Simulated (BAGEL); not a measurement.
# C2HAlClF (SMILES C#[C][Al]([F])[Cl]) at HF/3-21G (density fitting with qzvpp-jkfit)

Aim: the vertical ionisation energy of C2HAlClF at HF/3-21G (density fitting with qzvpp-jkfit), from 2 runs. 

The results are computed with BAGEL 1.2.2.

3 further runs of the same task are left out: 2 that didn't finish, 1 set aside as unsound or not needed.

### 1 The molecule

The species is C2HAlClF (6 atoms), meant as a singlet with charge 0. As SMILES, `C#[C][Al]([F])[Cl]`. The coordinates come from a PBE0-D4/def2-TZVP relaxation.

Bond lengths: C1–C2 1.208 Å, C2–Al3 1.878 Å, Al3–F4 1.637 Å, Al3–Cl5 2.072 Å, C1–H6 1.067 Å. Angles: C1–C2–Al3 179.1°, C2–Al3–F4 120.0°, C2–Al3–Cl5 121.8°, F4–Al3–Cl5 118.1°, C2–C1–H6 180.0°.

### 2 A single-point energy at HF/3-21G (density fitting with qzvpp-jkfit)

hf.json

```json
{ "bagel" : [

{
  "title" : "molecule",
  "basis" : "3-21g",
  "df_basis" : "qzvpp-jkfit",
  "angstrom" : true,
  "geometry" : [
    { "atom" : "C", "xyz" : [       0.079200,       0.550300,       1.791600 ] },
    { "atom" : "C", "xyz" : [       0.021300,       0.146100,       0.654200 ] },
    { "atom" : "Al", "xyz" : [      -0.061900,      -0.456300,      -1.122700 ] },
    { "atom" : "F", "xyz" : [      -0.437800,      -2.016700,      -1.442100 ] },
    { "atom" : "Cl", "xyz" : [       0.311400,       0.805300,      -2.722900 ] },
    { "atom" : "H", "xyz" : [       0.130000,       0.907400,       2.795800 ] }
  ]
},

{ "title" : "hf" },

{ "title" : "print", "file" : "orbitals.molden", "orbitals" : true }

]}
```

Launch:

```
BAGEL_NUM_THREADS=1 BAGEL hf.json > hf.out
```

The program printed:

```text
* using 1 threads per process

  ===============================================================
  ===============================================================

  *** Geometry ***

  { "atom" : "C", "xyz" : [      0.149666,      1.039916,      3.385633 ] },
  { "atom" : "C", "xyz" : [      0.040251,      0.276089,      1.236259 ] },
  { "atom" : "Al", "xyz" : [     -0.116974,     -0.862282,     -2.121596 ] },
  { "atom" : "F", "xyz" : [     -0.827322,     -3.811011,     -2.725174 ] },
  { "atom" : "Cl", "xyz" : [      0.588461,      1.521796,     -5.145535 ] },
  { "atom" : "H", "xyz" : [      0.245664,      1.714737,      5.283296 ] },

  Number of auxiliary basis functions:      501

  Since a DF basis is specified, we compute 2- and 3-index integrals:
    o Being stored without compression. Storage requirement is 0.012 GB

  Number of basis functions:       55
  Number of electrons      :       52

    * METHOD: MOLECULE                             0.19

  *** RHF ***

  === Nuclear Repulsion ===
   223.1688638546

      * DIIS with orbital gradients will be used.

  === RHF iteration (3-21g) ===
      0       -872.65689994          0.02213020           0.05
      1       -872.76674073          0.01228526           0.04
      2       -872.79871692          0.00148520           0.04
      3       -872.79956860          0.00041373           0.04
      4       -872.79963542          0.00014011           0.04
      5       -872.79964151          0.00005840           0.04
      6       -872.79964319          0.00002813           0.04
      7       -872.79964413          0.00001209           0.04
      8       -872.79964431          0.00000542           0.04
      9       -872.79964434          0.00000233           0.04
     10       -872.79964434          0.00000063           0.04
     11       -872.79964434          0.00000031           0.04
     12       -872.79964434          0.00000012           0.04
     13       -872.79964434          0.00000004           0.04
     14       -872.79964434          0.00000001           0.04
     15       -872.79964434          0.00000001           0.04
    * SCF iteration converged.

    * Permanent dipole moment:
           (   -0.008313,    -0.221132,    -1.247033) a.u.

    * METHOD: HF                                   0.83

    * METHOD: PRINT                                0.01

  ===============================================================
```

Run time: 1.2 s. Hardware: 1 thread of Arm Neoverse V1, shared host; peak memory 0.091 GiB.

### 3 The doublet cation at the same level

input.json

```json
{ "bagel": [

{
  "title": "molecule",
  "basis": "3-21g",
  "df_basis": "qzvpp-jkfit",
  "angstrom": "true",
  "geometry": [
    { "atom": "C", "xyz": [       0.079200,       0.550300,       1.791600 ] },
    { "atom": "C", "xyz": [       0.021300,       0.146100,       0.654200 ] },
    { "atom": "Al", "xyz": [      -0.061900,      -0.456300,      -1.122700 ] },
    { "atom": "F", "xyz": [      -0.437800,      -2.016700,      -1.442100 ] },
    { "atom": "Cl", "xyz": [       0.311400,       0.805300,      -2.722900 ] },
    { "atom": "H", "xyz": [       0.130000,       0.907400,       2.795800 ] }
  ]
},

{
  "title": "uhf",
  "charge": 1,
  "nopen": 1
},

{
  "title": "print",
  "file": "orbitals.molden",
  "orbitals": "true"
}

]}
```

Launch:

```
BAGEL_NUM_THREADS=1 BAGEL input.json > input.out
```

The program printed:

```text
* using 1 threads per process

  ===============================================================
  ===============================================================

  *** Geometry ***

  { "atom" : "C", "xyz" : [      0.149666,      1.039916,      3.385633 ] },
  { "atom" : "C", "xyz" : [      0.040251,      0.276089,      1.236259 ] },
  { "atom" : "Al", "xyz" : [     -0.116974,     -0.862282,     -2.121596 ] },
  { "atom" : "F", "xyz" : [     -0.827322,     -3.811011,     -2.725174 ] },
  { "atom" : "Cl", "xyz" : [      0.588461,      1.521796,     -5.145535 ] },
  { "atom" : "H", "xyz" : [      0.245664,      1.714737,      5.283296 ] },

  Number of auxiliary basis functions:      501

  Since a DF basis is specified, we compute 2- and 3-index integrals:
    o Being stored without compression. Storage requirement is 0.012 GB

  Number of basis functions:       55
  Number of electrons      :       52

    * METHOD: MOLECULE                             0.19

  *** Open-shell HF ***

  === Nuclear Repulsion ===
   223.1688638546

      * DIIS with orbital gradients will be used.

  === UHF iteration (3-21g) ===
      0       -872.25016211          0.04498449           0.09
      1       -872.37694296          0.02696336           0.09
      2       -872.40425766          0.01618218           0.09
      3       -872.41794546          0.00092904           0.09
      4       -872.41813873          0.00038283           0.09
      5       -872.41817338          0.00014248           0.09
      6       -872.41818720          0.00010324           0.09
      7       -872.41819401          0.00006424           0.09
      8       -872.41819984          0.00003819           0.09
      9       -872.41820401          0.00001457           0.09
[... 33 lines of this table left out ...]
     43       -872.41821195          0.00000001           0.09
     44       -872.41821195          0.00000001           0.09
     45       -872.41821195          0.00000001           0.09
     46       -872.41821195          0.00000001           0.09
    * SCF iteration converged.

    * S^2 (UHF) is 0.7537

    * Permanent dipole moment:
           (   -0.077008,    -1.027475,    -4.766955) a.u.

    * METHOD: UHF                                  4.32

    * METHOD: PRINT                                0.01

  ===============================================================
```

Run time: 4.8 s. Hardware: 1 thread of Arm Neoverse V1, shared host; peak memory 0.091 GiB.

### 4 Results

At HF/3-21G (density fitting with qzvpp-jkfit):

```
                                          quantity          value
                    singlet C2HAlClF: total energy  -872.79964 Eh
                   singlet C2HAlClF: dipole moment         3.22 D
                     singlet C2HAlClF: HOMO energy      -11.65 eV
                     singlet C2HAlClF: LUMO energy        1.45 eV
                   singlet C2HAlClF: HOMO–LUMO gap       13.10 eV
                      doublet cation: total energy  -872.41821 Eh
                              doublet cation: ⟨S²⟩          0.754
vertical ionisation energy (to the doublet cation)      10.379 eV
```

The vertical ionisation energy comes to 10.38 eV (1001 kJ/mol). −ε(HOMO) before ionisation, 11.65 eV, is 1.27 eV above this ionisation energy.
